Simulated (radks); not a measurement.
# Rb inside a hard spherical wall

What does compression do to the levels of Rb? A hard sphere of shrinking radius stands in for pressure; the configuration is held at [Kr] 5s1.

The numbers are computed with radks (a radial shooting solver on a logarithmic mesh, Libxc functionals) version 1 (scalar-relativistic Kohn-Sham, PBE, spin-polarised, spherical densities, finite nucleus; open shells are filled with parallel spins first), except any that are marked as measured or tabulated.

### 1 What is computed

| Quantity | Value |
| --- | --- |
| element | rubidium (Z = 37) |
| charge | 0 |
| electrons | 37 |
| configuration | [Kr] 5s1 |
| nuclear rms radius | 4.2036 fm |

Outer shells as boxes (Hund's rule):

Rb
```
[Kr] core
5s [↑ ]
```

### 2 The free atom

Settings of this run:

```text
Z 37
configuration [Kr] 5s1 4d0 5p0 6s0
relativity scalar-relativistic
functional pbe,pbe
spin polarised
nucleus finite rms 4.2036 fm
c 137.035999084
```

Started as:

```
$ python run_ks.py task.json out
```

This one command runs every case of the session in turn.

### 3 Wall at 20 bohr

Settings, as their differences from step 2:

```diff
@@ -6,2 +6,3 @@
 nucleus finite rms 4.2036 fm
+wall 20 bohr
 c 137.035999084
```

### 4 Wall at 10 bohr

Settings, as their differences from step 3:

```diff
@@ -6,3 +6,3 @@
 nucleus finite rms 4.2036 fm
-wall 20 bohr
+wall 10 bohr
 c 137.035999084
```

### 5 Wall at 8 bohr

Settings, as their differences from step 4:

```diff
@@ -6,3 +6,3 @@
 nucleus finite rms 4.2036 fm
-wall 10 bohr
+wall 8 bohr
 c 137.035999084
```

### 6 Wall at 7 bohr

Settings, as their differences from step 5:

```diff
@@ -6,3 +6,3 @@
 nucleus finite rms 4.2036 fm
-wall 8 bohr
+wall 7 bohr
 c 137.035999084
```

### 7 Wall at 6 bohr

Settings, as their differences from step 6:

```diff
@@ -6,3 +6,3 @@
 nucleus finite rms 4.2036 fm
-wall 7 bohr
+wall 6 bohr
 c 137.035999084
```

### 8 Wall at 5 bohr

Settings, as their differences from step 7:

```diff
@@ -6,3 +6,3 @@
 nucleus finite rms 4.2036 fm
-wall 6 bohr
+wall 5 bohr
 c 137.035999084
```

### 9 Wall at 4 bohr

Settings, as their differences from step 8:

```diff
@@ -6,3 +6,3 @@
 nucleus finite rms 4.2036 fm
-wall 5 bohr
+wall 4 bohr
 c 137.035999084
```

### 10 Wall at 3.5 bohr

Settings, as their differences from step 9:

```diff
@@ -6,3 +6,3 @@
 nucleus finite rms 4.2036 fm
-wall 4 bohr
+wall 3.5 bohr
 c 137.035999084
```

### 11 Wall at 1.5 bohr

Settings, as their differences from step 10:

```diff
@@ -6,3 +6,3 @@
 nucleus finite rms 4.2036 fm
-wall 3.5 bohr
+wall 1.5 bohr
 c 137.035999084
```

**Question.** What will these runs give? Wanted: for each run, R; E − E(free); ε(5s); ε(5p, empty); ε(6s, empty); ε(4d, empty); pressure.

The runs gave:

```tsv
R (bohr)	E − E(free) (eV)	ε(5s) (eV)	ε(5p, empty) (eV)	ε(6s, empty) (eV)	ε(4d, empty) (eV)	pressure (GPa)
free	0.000	-2.436	-0.893	-	-	0
20	0.000	-2.436	-0.889	0.011	-0.084	< 0.0001
10	0.154	-2.138	-0.152	3.660	0.622	0.0936
8	0.628	-1.453	1.125	8.090	1.437	0.596
7	1.285	-0.614	2.546	12.513	2.182	1.64
6	2.732	1.083	5.215	20.234	3.387	5.15
5	6.369	4.917	10.750	34.985	5.592	20.2
4	17.889	15.125	24.025	67.117	10.571	112
3.5	33.438	26.672	37.931	98.439	15.771	314
1.5	1257.4	468.41	493.64	977.69	198.38	122468
```

Eigenvalues are for spin up. At the tightest wall, 1.5 bohr, the energy stands 1257.4 eV above the free atom and the pressure, −dE/dV, is 122468 GPa. Of the levels in the table that exist at both ends, 5p (empty) rises most from the free atom (494.53 eV). From R = 6 bohr inwards the highest occupied level lies above zero, pushed up by confinement. Shells are not refilled when levels cross, and a hard wall is a model, not a crystal.
